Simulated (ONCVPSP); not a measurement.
**Pseudopotential generation for hafnium: ONCV, PBE**

Task: generate the file, and judge it by its errors in other configurations, its logarithmic derivatives, its ghosts and its cutoff.

Method: ONCVPSP 4.0.1, PBE, scalar-relativistic.

### Step 1. The atom and the settings

The settings as typed:

```
element                 : hafnium (Hf, Z = 72)
type                    : optimised norm-conserving Vanderbilt (ONCV)
frozen core             : [Kr] 4d10
valence charge          : 26
reference configuration : 4f14 5s2 5p6 5d2 6s2
partial waves           : 5s+6s: rc 1.80 bohr, ncon 5, nbas 8, qcut 6.3 1/bohr, 2 projectors; 5p: rc 1.30 bohr, ncon 3, nbas 6, qcut 6.1 1/bohr, 2 projectors, debl 0.6 Ha; 5d: rc 2.75 bohr, ncon 4, nbas 8, qcut 6.9 1/bohr, 2 projectors, debl 2.1 Ha; 4f: rc 0.55 bohr, ncon 4, nbas 7, qcut 21.7 1/bohr, 2 projectors, debl 2 Ha
local potential         : polynomial inside 0.45 bohr (lpopt 5, dvloc0 4 Ha)
core correction         : not asked for
```

The outer shells as boxes (Hund's rule for the drawing; the calculation is spin-unpolarised):

```
[Kr] core
4d [↑↓][↑↓][↑↓][↑↓][↑↓]
4f [↑↓][↑↓][↑↓][↑↓][↑↓][↑↓][↑↓]
5s [↑↓]
5p [↑↓][↑↓][↑↓]
5d [↑ ][↑ ][  ][  ][  ]
6s [↑↓]
```

### Step 2. Generating the potential

File Hf.dat:

```
# ATOM AND REFERENCE CONFIGURATION
# atsym  z   nc   nv     iexc    psfile
  Hf 72.00    9    5        4      upf
#
#   n    l    f
    1    0    2.00
    2    0    2.00
    2    1    6.00
    3    0    2.00
    3    1    6.00
    3    2   10.00
    4    0    2.00
    4    1    6.00
    4    2   10.00
    4    3   14.00
    5    0    2.00
    5    1    6.00
    5    2    2.00
    6    0    2.00
#
# PSEUDOPOTENTIAL AND OPTIMIZATION
# lmax
    3
#
#   l,   rc,      ep,       ncon, nbas, qcut
    0    1.80    0.00    5    8    6.30
    1    1.30    0.00    3    6    6.10
    2    2.75    0.00    4    8    6.90
    3    0.55    0.00    4    7   21.70
#
# LOCAL POTENTIAL
# lloc, lpopt,  rc(5),   dvloc0
    4    5    0.45    4.00
#
# VANDERBILT-KLEINMAN-BYLANDER PROJECTORs
# l, nproj, debl
    0    2    1.50
    1    2    0.60
    2    2    2.10
    3    2    2.00
#
# MODEL CORE CHARGE
# icmod, fcfact, rcfact
    0    0.00    0.00
#
# LOG DERIVATIVE ANALYSIS
# epsh1, epsh2, depsh
   -4.00    5.00    0.02
#
# OUTPUT GRID
# rlmax, drl
    6.00    0.01
#
# TEST CONFIGURATIONS
# ncnf
    4
# nvcnf
#   n    l    f
    5
    4    3   14.00
    5    0    2.00
    5    1    6.00
    5    2    2.00
    6    0    1.00
#
    5
    4    3   14.00
    5    0    2.00
    5    1    6.00
    5    2    2.00
    6    0    0.00
#
    5
    4    3   14.00
    5    0    2.00
    5    1    6.00
    5    2    1.00
    6    0    0.00
#
    6
    4    3   14.00
    5    0    2.00
    5    1    6.00
    5    2    2.00
    6    0    0.00
    6    1    2.00
#
```

On the command line:

```console
$ oncvpsp.x < Hf.dat > Hf.out
```

Before running it: what results should come out? Wanted: cutoffs for 1 and 0.1 mHa per electron, occupied waves; bound ghosts; GHOST(+) flags; largest miss of a reference level; largest test error; largest phase difference near zero energy, channels read; projector energies reset by the program.

As calculated:

```
                                                quantity                                                              value
  cutoffs for 1 and 0.1 mHa per electron, occupied waves                                                  657 Ha and 872 Ha
                                            bound ghosts  s at -1613.36 eV, s at -22.39 eV, p at -737.96 eV, d at -74.45 eV
                                          GHOST(+) flags                                                       f at 8727 eV
                       largest miss of a reference level                                                        34 meV (4f)
                            largest test error (AE − PS)               -9.0 meV, for 4f14 5s2 5p6 5d2 6s0 (1 test unsolved)
largest phase difference near zero energy, channels read                                                          0.000 rad
                 projector energies reset by the program                                                p: -1.307, 0.250 Ha
```

**Reading.** A bound ghost (s, p, d) makes it unfit for use: electrons can fall into a state that the atom doesn't have. Already in the reference configuration the 4f level is off by 34 meV. By total energies transferability is good where solved: the largest error is 9.0 meV on 22.2 eV, for 4f14 5s2 5p6 5d2 6s0. Atomic tests can pass in spite of a ghost, since they solve only for the levels asked. Of the tests 1 gave no usable energy difference, which is a warning in itself. By its cutoff, 657 Ha for the looser tolerance, it is very hard. At the looser tolerance the 4f wave is the slowest; 5p needs 52 Ha. Near zero energy the phases of the channels with partial waves agree within 0.001 rad. The pseudo curves have poles with no partner nearby in the atom's: s at -0.82 Ha, d at -2.72 Ha. The program also flags highly localised states, GHOST(+) (f). All of this concerns the isolated atom, not yet a solid.
